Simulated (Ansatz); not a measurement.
# CH7GaO: a saddle search, and a look at its input

A saddle search is wanted. The input is run as typed. The step meant is a four-centre ligand exchange at charge 0 and multiplicity 1, which changes Ga1–H7, O2–H6, Ga1–O2, H6–H7.

The runs use Ansatz 0.2.0, Gaussian basis; PBE0-D4/def2-SVP.

1 further run of the same task is left out (it didn't finish). Runs told in other sessions of the task aren't counted.

## 1. The structure

```
Ga   -0.9055    1.0144    0.2506
O     0.3535   -0.0164    0.9833
C     0.4884   -1.3834    0.7065
H    -1.9381    0.2871   -0.6739
H    -0.8347    2.5053    0.6867
H     0.8976    1.5241   -1.6995
H     0.3273    1.3780   -2.1633
H     1.4439   -1.5763    0.2042
H     0.4803   -1.9562    1.6407
H    -0.3127   -1.7766    0.0647
```

## 2. The run

Input file run/in.yaml:

```yaml
crystal:
  periodic: [false, false, false]
  atoms:
    - {symbol: Ga, position_ang: [-0.905489, 1.014365, 0.250552]}
    - {symbol: O, position_ang: [0.353457, -0.016405, 0.983338]}
    - {symbol: C, position_ang: [0.488364, -1.383392, 0.706478]}
    - {symbol: H, position_ang: [-1.938087, 0.287133, -0.673857]}
    - {symbol: H, position_ang: [-0.834671, 2.505334, 0.686743]}
    - {symbol: H, position_ang: [0.897597, 1.524110, -1.699532]}
    - {symbol: H, position_ang: [0.327292, 1.378033, -2.163336]}
    - {symbol: H, position_ang: [1.443909, -1.576267, 0.204190]}
    - {symbol: H, position_ang: [0.480270, -1.956189, 1.640680]}
    - {symbol: H, position_ang: [-0.312742, -1.776622, 0.064741]}
basis:
  gaussian: {orbitals: def2-SVP}
hamiltonian: {xc: pbe0, dispersion: d4}
saddle:
  max_steps: 30
  mode_guess:
    - [-0.0617, 0.2010, -0.2953]
    - [0.0957, 0.0563, -0.3235]
    - [0.0406, -0.0007, -0.0753]
    - [-0.0241, -0.0094, 0.0392]
    - [-0.0335, 0.0079, 0.0542]
    - [0.1757, -0.4793, 0.6178]
    - [-0.2379, 0.1376, 0.0364]
    - [0.0240, -0.0173, 0.0015]
    - [0.0105, 0.1247, -0.0395]
    - [0.0107, -0.0209, -0.0154]
```

Command:

```bash
$ ansatz run in.yaml --threads 4 --pin off --events-out ev --progress --plain --max-ram 9574MiB
```

**Question.** What will these runs give? Wanted: outcome.

The runs gave:

| quantity | value |
| --- | --- |
| outcome | not converged |
| fault | start at a minimum |
| steps taken | 30 |

**Reading.** The run did not converge within its limit, so it gives no result. The search was started at a minimum, where no curvature is negative. The cure: start near the expected saddle.
